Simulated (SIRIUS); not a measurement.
An input for SIRIUS 7.12.0 (HfIn4SiO6):

The input sirius.json:

```json
{
  "control": {
    "processing_unit": "cpu",
    "verbosity": 2,
    "num_bands_to_print": 68,
    "print_forces": true,
    "print_stress": true
  },
  "parameters": {
    "electronic_structure_method": "pseudopotential",
    "xc_functionals": ["XC_GGA_X_PBE_SOL", "XC_GGA_C_PBE_SOL"],
    "gk_cutoff": 85,
    "pw_cutoff": 18.4,
    "ngridk": [2, 2, 1],
    "shiftk": [0, 0, 0],
    "smearing": "cold",
    "smearing_width": 0.0036749322,
    "num_bands": 68,
    "num_mag_dims": 1,
    "num_dft_iter": 75,
    "energy_tol": 1e-08,
    "density_tol": 1e-06,
    "fixed_mag": 1e-08
  },
  "iterative_solver": {
    "type": "davidson",
    "min_tolerance": 1e-10
  },
  "mixer": {
    "type": "anderson",
    "beta": 0.5,
    "max_history": 8
  },
  "settings": {
    "tol_ne": 1e-10,
    "pseudo_grid_cutoff": 6.5,
    "smooth_initial_mag": true
  },
  "unit_cell": {
    "lattice_vectors": [
      [6.262872423483, -10.8141829714, -0.047889143708],
      [6.262872423483, 10.8141829714, -0.047889143708],
      [-2.89017768526, 0.0, 12.253998191711]
    ],
    "atom_coordinate_units": "lattice",
    "atom_types": ["Hf", "In", "Si", "O"],
    "atom_files": {
      "In": "In.json",
      "O": "O.json",
      "Hf": "Hf.json",
      "Si": "Si.json"
    },
    "atoms": {
      "Hf": [
        [0.10178, 0.10178, 0.00912, 0.0, 0.0, 0.0]
      ],
      "In": [
        [0.79222, 0.48204, 0.00818, 0.0, 0.0, 0.0],
        [0.48204, 0.79222, 0.00818, 0.0, 0.0, 0.0],
        [0.54472, 0.21983, 0.48398, 0.0, 0.0, 0.0],
        [0.21983, 0.54472, 0.48398, 0.0, 0.0, 0.0]
      ],
      "Si": [
        [0.85433, 0.85433, 0.44523, 0.0, 0.0, 0.0]
      ],
      "O": [
        [0.835, 0.58822, 0.38104, 0.0, 0.0, 0.0],
        [0.58822, 0.835, 0.38104, 0.0, 0.0, 0.0],
        [0.02899, 0.02899, 0.295, 0.0, 0.0, 0.0],
        [0.9792, 0.9792, 0.69555, 0.0, 0.0, 0.0],
        [0.42852, 0.14514, 0.07435, 0.0, 0.0, 0.0],
        [0.14514, 0.42852, 0.07435, 0.0, 0.0, 0.0]
      ]
    }
  }
}
```

Potentials or basis: PseudoDojo 0.5 PBE standard (scalar relativistic).

Launch:

```console
$ upf_to_json In.upf
$ upf_to_json O.upf
$ upf_to_json Hf.upf
$ upf_to_json Si.upf
$ OMP_NUM_THREADS=4 sirius.scf --input=sirius.json --output=out.json --task=0
```

What does the program do with it?

The run stopped without a result. It printed:

Output:

```text
Exception in function "initialize" at src/context/simulation_context.cpp:327
G+k cutoff is too large for a given plane-wave cutoff
  pw cutoff : 18.4
  doubled G+k cutoff : 170
--------------------------------------------------------------------------
MPI_ABORT was invoked on rank 0 in communicator MPI_COMM_WORLD
  Errorcode: -1

NOTE: invoking MPI_ABORT causes Open MPI to kill all MPI processes.
You may or may not see output from other processes, depending on
exactly when Open MPI kills them.
--------------------------------------------------------------------------
```
